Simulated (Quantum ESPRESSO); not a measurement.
Here is a Quantum ESPRESSO 7.5 calculation.

File pw.in:

```
&CONTROL
  calculation = 'scf'
  prefix = 'pwscf'
  outdir = './tmp'
  pseudo_dir = './pseudo'
  tprnfor = .true.
  tstress = .true.
  disk_io = 'nowf'
/
&SYSTEM
  ibrav = 0
  nat = 3
  ntyp = 2
  ecutwfc = 45
  ecutrho = 360
  nbnd = 25
  occupations = 'smearing'
  smearing = 'gaussian'
  degauss = 0.00367493
  nspin = 2
  starting_magnetization(1) = 0.25
  starting_magnetization(2) = 0
  tot_magnetization = 4
/
&ELECTRONS
  conv_thr = 1.2d-07
  electron_maxstep = 120
  mixing_beta = 0.3
  mixing_ndim = 12
/
ATOMIC_SPECIES
Ru   101.0700 ru_pbe_v1.2.uspp.F.UPF
F     18.9984 f_pbe_v1.4.uspp.F.UPF
CELL_PARAMETERS angstrom
   0.0000000000    2.4087449400    2.4087449400
   2.4087449400    0.0000000000    2.4087449400
   2.4087449400    2.4087449400    0.0000000000
ATOMIC_POSITIONS crystal
Ru     0.0000000000    0.0000000000    0.0000000000
F      0.2500000000    0.2500000000    0.2500000000
F      0.7500000000    0.7500000000    0.7500000000
K_POINTS automatic
4 4 4 0 0 0
HUBBARD {ortho-atomic}
U Ru-4d 6.0
```

Potentials or basis: GBRV 1.5 PBE.

Run with:

```console
$ OMP_NUM_THREADS=1 pw.x -in pw.in > pw.out
```

What does it give for the pressure?

102.1 GPa.

Eigenvalues of the final occupation matrices:
```csv
site,spin,trace,eigenvalues
Ru 1 4d,1,4.97,0.99 0.99 0.99 1.00 1.00
Ru 1 4d,2,1.39,0.12 0.12 0.12 0.52 0.52
```

Caveat: the k mesh is coarse (spacing up to 0.56 Å⁻¹), so the values aren't converged; a pressure of tens of GPa on the cell as given is suspect, and the run, the potentials or the cell itself is likely at fault; the total moment is fixed, so each spin has its own Fermi level. The state reached can hang on the start; a lower one may exist.
